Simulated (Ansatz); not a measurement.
Which YAML input does this script hand to the engine? (Ansatz's Python interface)

Script `energy_c3h7fmg.py`:
```python
"""Single point of C3H7FMg."""

from pathlib import Path

import ansatz as az
import numpy as np


def main() -> None:
    c3h7fmg = (
        az.Crystal.molecule()
        .atom("C", (-1.0639, -0.7318, 0.5729))
        .atom("C", (0.1326, 0.1711, 0.4144))
        .atom("C", (1.2197, -0.577, -0.3125))
        .atom("Mg", (-0.2876, 1.9518, -0.7356))
        .atom("F", (-0.8112, 3.5352, -1.7899))
        .atom("H", (-1.9026, -0.0859, 1.0748))
        .atom("H", (-0.8625, -1.593, 1.1644))
        .atom("H", (-1.4504, -0.9689, -0.4464))
        .atom("H", (0.4911, 0.51, 1.4625))
        .atom("H", (2.1405, 0.0846, -0.3695))
        .atom("H", (0.9123, -0.8752, -1.2953))
        .atom("H", (1.559, -1.476, 0.2942))
    )

    model = (
        c3h7fmg.calculation()
        .basis(gaussian="cc-pVDZ")
        .functional("cam_b3lyp")
        .forces()
        .orbitals()
    )
    out = model.run(threads=1, pin="off", runs_dir="out")
    rep = out.report

    print(f"E = {rep['free_energy_ev']:.6f} eV = {rep['free_energy_ev'] / 27.211386246:.7f} Ha")
    print("converged:", rep["converged"], " doubts:", rep["published_state_doubts"] or "none")

    state = rep["mean_field"]["state"]
    print(f"mean field: {state['energy']['hartree']:.7f} Ha, <S^2> = {abs(state['spin_squared']):.4f}, stability: {state.get('stability', {}).get('kind')}")

    symbols = [site.symbol for site in c3h7fmg.cartesian_sites]
    print("forces (eV/A)")
    for symbol, f in zip(symbols, rep["forces_ev_ang"]):
        print(f"  {symbol:2s} {f[0]:9.4f} {f[1]:9.4f} {f[2]:9.4f}")

    charges = rep["charge_distribution"]
    print("dipole moment", round(4.803205 * float(np.linalg.norm(charges["dipole_moment_e_ang"])), 3), "D")
    print("Mulliken:", [(s, round(q, 3)) for s, q in zip(symbols, charges["mulliken_charges_e"])])

    lines = Path(rep["orbitals_path"]).read_text().splitlines()
    field_of = lambda key: [line.split("=")[1].strip() for line in lines if line.startswith(key)]
    orbitals = [(27.211386 * float(e), s, float(n)) for e, s, n in zip(field_of("Ene="), field_of("Spin="), field_of("Occup="))]
    homo = max(e for e, _, n in orbitals if n > 0.5)
    lumo = min(e for e, _, n in orbitals if n < 0.5)
    for e, spin, n in sorted(orbitals):
        if homo - 6 < e < lumo + 5:
            print(f"{spin:6s} {e:10.3f} eV  occupation {n:.0f}")


if __name__ == "__main__":
    main()
```

```console
$ python energy_c3h7fmg.py
E = -11384.701459 eV = -418.3800618 Ha
converged: True  doubts: none
mean field: -418.3800618 Ha, <S^2> = 0.0000, stability: minimum
forces (eV/A)
  C    -2.3717    3.0304   -0.3888
  C     0.3241    1.1845    0.9071
  C     2.2315    0.4764    1.8435
  Mg   -0.8087    1.9970   -1.1341
  F     0.8112   -2.3417    1.5338
  H     1.0276   -1.4458   -0.5813
  H     0.1271   -1.2781    0.6177
  H     0.0163   -0.4505    0.5632
  H    -0.3092   -0.4519   -1.3874
  H    -0.6041   -0.7174   -0.3157
  H    -0.1133   -0.4344   -0.9400
  H    -0.3307    0.4315   -0.7180
dipole moment 2.745 D
Mulliken: [('C', 0.023), ('C', -0.324), ('C', 0.011), ('Mg', 0.62), ('F', -0.458), ('H', 0.02), ('H', 0.016), ('H', 0.019), ('H', 0.013), ('H', 0.019), ('H', 0.021), ('H', 0.018)]
Alpha     -13.514 eV  occupation 2
Alpha     -12.667 eV  occupation 2
Alpha     -12.444 eV  occupation 2
Alpha     -10.846 eV  occupation 2
Alpha     -10.721 eV  occupation 2
Alpha     -10.488 eV  occupation 2
Alpha     -10.017 eV  occupation 2
Alpha     -10.017 eV  occupation 2
Alpha      -7.867 eV  occupation 2
Alpha      -0.512 eV  occupation 0
Alpha       0.517 eV  occupation 0
Alpha       0.641 eV  occupation 0
Alpha       2.514 eV  occupation 0
Alpha       3.844 eV  occupation 0
Alpha       4.082 eV  occupation 0
Alpha       4.369 eV  occupation 0
```

`input.yaml`:
```yaml
crystal:
  periodic: [false, false, false]
  atoms:
    - { symbol: C, position_ang: [-1.0639, -0.7318, 0.5729] }
    - { symbol: C, position_ang: [0.1326, 0.1711, 0.4144] }
    - { symbol: C, position_ang: [1.2197, -0.577, -0.3125] }
    - { symbol: Mg, position_ang: [-0.2876, 1.9518, -0.7356] }
    - { symbol: F, position_ang: [-0.8112, 3.5352, -1.7899] }
    - { symbol: H, position_ang: [-1.9026, -0.0859, 1.0748] }
    - { symbol: H, position_ang: [-0.8625, -1.593, 1.1644] }
    - { symbol: H, position_ang: [-1.4504, -0.9689, -0.4464] }
    - { symbol: H, position_ang: [0.4911, 0.51, 1.4625] }
    - { symbol: H, position_ang: [2.1405, 0.0846, -0.3695] }
    - { symbol: H, position_ang: [0.9123, -0.8752, -1.2953] }
    - { symbol: H, position_ang: [1.559, -1.476, 0.2942] }
basis:
  gaussian:
    orbitals: cc-pVDZ
hamiltonian:
  xc: cam_b3lyp
output:
  orbitals: {}
  forces: true
```

Total energies depend on the basis set; only differences at equal settings carry meaning. The geometry is a force-field or estimated start, not a minimum of this method, and the basis set is short of its limit. Alpha marks a spatial orbital of a restricted run, filled by both spins. Levels such as HOMO and LUMO are orbital energies: with these approximate functionals they aren't the ionisation energy and electron affinity, and their gap isn't the fundamental gap. Timing: 6.5 s on 1 thread of Arm Neoverse V2 (shared host), peak memory 0.32 GiB.
